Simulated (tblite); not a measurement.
# C6H10BBrO2: the cost of one run

Computed with tblite 0.8.0 and PySCF 2.14.0, with density-fitted response routines of our own, on a single molecule in the gas phase. Atoms are numbered from 0 throughout.

## Step 1: Starting geometry

20 atoms, charge 0, multiplicity 1; geometry from: force field or distance geometry start.

Bonds of the start (Å): C0–C1 1.49, C1–C2 1.53, C2–O3 1.39, O3–B4 1.46, B4–O5 1.48, B4–C6 1.56, C6–C7 1.35, C7–C8 1.49, C8–Br9 1.93, C8–C6 1.49, C0–H10 1.12, C0–H11 1.09, C0–H12 1.13, C1–H13 1.12, C1–H14 1.13, C2–H15 1.11, C2–H16 1.12, O5–H17 1.01, C7–H18 1.10, C8–H19 1.11.

## Step 2: Relaxing the molecule with GFN2-xTB

What the job is given:

```
{"job": {"kind": "relax", "xc": "GFN2-xTB", "basis": "xTB"}, "charge": 0, "multiplicity": 1}
C     -2.726900     0.857300    -0.655600
C     -2.168600    -0.069300     0.366300
C     -0.681900    -0.366200     0.191900
O     -0.394400    -0.944600    -1.044400
B      1.047500    -1.173300    -1.069900
O      1.455300    -2.589200    -0.973200
C      2.031500    -0.115400    -0.469600
C      3.328900     0.262800    -0.374100
C      2.327700     1.092200     0.357500
Br     1.914800     2.834800    -0.362300
H     -3.281200     0.228200    -1.397800
H     -1.983000     1.450000    -1.196500
H     -3.421800     1.545300    -0.096100
H     -2.741000    -1.029900     0.441300
H     -2.290100     0.430300     1.375700
H     -0.323900    -1.051700     0.990000
H     -0.084400     0.573000     0.324500
H      1.364500    -2.902400    -0.018700
H      4.366900     0.061100    -0.660300
H      2.254900     0.917700     1.448900
```

On the command line:

```console
$ OMP_NUM_THREADS=1 python probes_run.py task.json out
```

The driver reads the jobs from task.json and runs them one after another.

Q: Estimate the wall time and peak memory of this first job on 1 thread of Arm Neoverse N1, shared host.

About 3.8 s, with a peak of 0.18 GiB.
